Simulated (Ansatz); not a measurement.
Runs of Ansatz 0.2.0 on Te4Pt3. It takes space group R-3m (No. 166, trigonal). The conventional cell has a = 3.988 Å, b = 3.988 Å, c = 35.390 Å, α = 90.00°, β = 90.00°, γ = 120.00°. Around Pt (site symmetry 3m) lie 3 Te at 2.64 Å and 3 Pt at 2.73 Å. Pt (site symmetry -3m) is surrounded by 6 Te at 2.67 Å. Te (site symmetry 3m) has 3 Pt at 2.67 Å as nearest neighbours. Around Te (site symmetry 3m) lie 3 Pt at 2.64 Å. 

```tsv
task	level	cell	cutoff (eV)	points for each segment of the path	gap on the mesh (eV)	pressure (GPa)	relaxed volume (Å³/atom)	largest force (eV/Å)
relaxation of cell and atoms	LDA	relaxed	420	-	none	0.0	22.67	0.01
relaxation of cell and atoms	r2SCAN	relaxed	500	-	none	0.0	24.51	-
band structure	LDA	as given	420	10	none	-3.5	-	(a)
band structure	r2SCAN	as given	500	10	none	1.7	-	(b)
```

Alike in all rows: potentials or basis Ansatz PAW; no spin polarisation; k mesh 8 × 8 × 8; smearing fermi-dirac 0.05 eV.

Question: Fill in the values left out.

Answer: (a) 0.78; (b) 0.66.

Caveats: the PAW data sets come from PBE, with cores solved anew for the run's functional, which leaves a small shift of forces and pressure; the plane-wave basis is chosen anew once the cell has moved, so the energies of steps on either side of that aren't comparable (some runs); spin-orbit coupling is left out, which moves the levels of the heavy elements (some runs).

A k mesh can miss the band edges, and the runs leave out spin-orbit coupling on Pt, Te.

A gap of «none» marks a metal or a gap under the smearing width.
